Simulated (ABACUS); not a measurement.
SnSe2:

```
CELL_PARAMETERS angstrom
3.81100 0.00000 0.00000
-1.90550 3.30042 0.00000
0.00000 0.00000 6.13600
ATOMIC_POSITIONS crystal
Sn 0.00000 0.00000 0.00000
Se 0.66667 0.33333 0.75100
Se 0.33333 0.66667 0.24900
```

- Program: ABACUS 3.10.1
- Task: single point
- Functional: PBEsol
- Potentials or basis: PseudoDojo NC SR 0.4.1 PBEsol standard
- Cutoff: 1184 eV
- Density cutoff: 4735 eV
- Basis: plane waves
- k mesh: 8 × 8 × 5
- Occupations: fermi-dirac, width 0.05 eV
- Spin: no spin polarisation

On this cell: pressure 2.7 GPa; largest force 0.629 eV/Å; band gap on the k mesh 0.72 eV, indirect (least direct gap 0.97 eV).

The same run follows on a disturbed copy (atoms moved at random, drawn with an rms of 0.05 Å):

```
Sn Se
1.0
     3.81100    0.00000    0.00000
    -1.90550    3.30042    0.00000
     0.00000    0.00000    6.13600
Sn Se
1 2
Direct
  0.99693 0.99596 0.99812
  0.66899 0.34235 0.74947
  0.33318 0.66846 0.25317
```

Task: What changes?

Result: The energy moves by -3.9 meV/atom; pressure 2.1 GPa; largest force 0.642 eV/Å; band gap on the k mesh 0.66 eV, indirect (least direct gap 0.97 eV).

Forces on the atoms (eV/Å):
```
Sn  -0.012  0.207  0.319
Se   0.016 -0.171 -0.618
Se  -0.004 -0.035  0.299
```

Stress tensor (GPa, compression positive):
```
 1.55  0.01 -0.05
 0.01  1.78  0.37
-0.05  0.37  2.87
```

Caveats: spin-orbit coupling is left out, which moves the levels of the heavy elements; an odd mesh through Γ misses points on the zone boundary, where band edges often lie; this functional lacks dispersion, which binds the layers, so the pressure and a relaxed spacing across them are unreliable (some runs).
